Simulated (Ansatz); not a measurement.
# CH5GaSSi: the cost of one run

Program: Ansatz 0.2.0. Level of theory: RKS PBE0-D4/def2-SVP. These are calculated values, not measurements.

**1. The system as given**

Bond lengths: C1–Si2 1.842 Å, Si2–Ga3 2.774 Å, C1–S4 1.811 Å, Ga3–S4 2.714 Å, C1–H5 1.146 Å, C1–H6 1.144 Å, Si2–H7 1.501 Å, Si2–H8 1.445 Å, Ga3–H9 1.000 Å. Angles (14 of 16 angles, heavy atoms first): C1–Si2–Ga3 68.9°, Si2–C1–S4 112.3°, Si2–Ga3–S4 67.1°, C1–S4–Ga3 70.7°, C1–Si2–H7 108.3°, C1–Si2–H8 108.7°, Ga3–Si2–H7 39.5°, Ga3–Si2–H8 122.6°, Si2–C1–H5 110.0°, Si2–C1–H6 109.2°, S4–C1–H5 108.8°, S4–C1–H6 113.0°, Si2–Ga3–H9 151.8°, S4–Ga3–H9 101.8°.

Structure file:

```xyz
9

C    -0.8073   -0.0233   -0.6277
Si   -0.6781   -0.3522    1.1803
Ga    1.6688    0.7500    0.1933
S     0.4549   -0.9085   -1.5789
H    -0.7012    1.0996   -0.8300
H    -1.8727   -0.2514   -0.9772
H     0.6991    0.0379    1.6326
H    -0.8384   -1.7704    1.4047
H     2.1635    1.3720   -0.4142
```

**2. End point A**

File input.yaml:

```yaml
crystal:
  periodic: [false, false, false]
  atoms:
    - { symbol: C, position_ang: [-0.8073, -0.0233, -0.6277] }
    - { symbol: Si, position_ang: [-0.6781, -0.3522, 1.1803] }
    - { symbol: Ga, position_ang: [1.6688, 0.75, 0.1933] }
    - { symbol: S, position_ang: [0.4549, -0.9085, -1.5789] }
    - { symbol: H, position_ang: [-0.7012, 1.0996, -0.83] }
    - { symbol: H, position_ang: [-1.8727, -0.2514, -0.9772] }
    - { symbol: H, position_ang: [0.6991, 0.0379, 1.6326] }
    - { symbol: H, position_ang: [-0.8384, -1.7704, 1.4047] }
    - { symbol: H, position_ang: [2.1635, 1.372, -0.4142] }
basis:
  gaussian: { orbitals: def2-SVP }
hamiltonian:
  xc: pbe0
  dispersion: d4
relax:
  f_tol: 0.02
  max_steps: 50
```

Command:

```console
ansatz run input.yaml --threads 2 --pin off --max-ram 3072MiB --backend cpu --events-out ev --progress --plain --runs-dir out
```

**Question.** How long does this run take on 2 threads of Intel Xeon 6975P-C (Granite Rapids), shared host, and how much memory does it need?

About 38 s, with a peak of 0.27 GiB.
